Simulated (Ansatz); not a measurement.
**CuO+ (quintet): the correlation ladder, def2-TZVPP**

An exercise on one series of results from a longer session: the logs are not shown, and one member is left open.

Method: def2-TZVPP, core rule «outside noble gas», up to 10 orbitals frozen; program: Ansatz 0.2.0, Gaussian basis.

Plan: UHF; ROHF; CCSD(T) on UHF.

2 further runs of the same task are left out: 2 set aside as unsound or not needed.

## What is computed

The geometry is a PBE0/def2-TZVP stationary point (not a proven minimum) of the parent state, kept for this charge and spin.

2 atoms, charge 1, spin multiplicity 5.

Atoms are counted from 1 here; the program's logs count them from 0.

Bond lengths: Cu1–O2 1.812 Å.

Set-up of the first run:

in.yaml reads:

```yaml
crystal:
  periodic: [false, false, false]
  atoms:
    - {symbol: Cu, position_ang: [0.000000, 0.000000, 0.000000]}
    - {symbol: O, position_ang: [0.000000, 0.000000, 1.811600]}
basis:
  gaussian: {orbitals: def2-TZVPP}
total_charge: 1
magnetization: {spin_polarized: true, initial_magnetization: 4}
hamiltonian: {xc: hf}
output: {orbitals: {seedname: orbitals}}
```

Launch:

```sh
$ ansatz run in.yaml --threads 1 --pin off --events-out ev --progress --plain --max-ram 4096MiB --backend cpu
```

Among the steps run: UHF; ROHF; CCSD(T) on UHF.

One of the session's tables, all rows but one given; the rest of the session is left out.

| method | from UCCSD(T) (kcal/mol) |
| --- | --- |
| ROHF | +331.54 |
| UHF | ? |
| UMP2 | +6.76 |
| UCCSD | +9.31 |
| UCCSD(T) | 0 |

Estimate the missing values for UHF.

**Answer.** from UCCSD(T) (kcal/mol): +324.64. In the column «from UCCSD(T) (kcal/mol)» it lies between UCCSD (+9.31) and ROHF (+331.54).
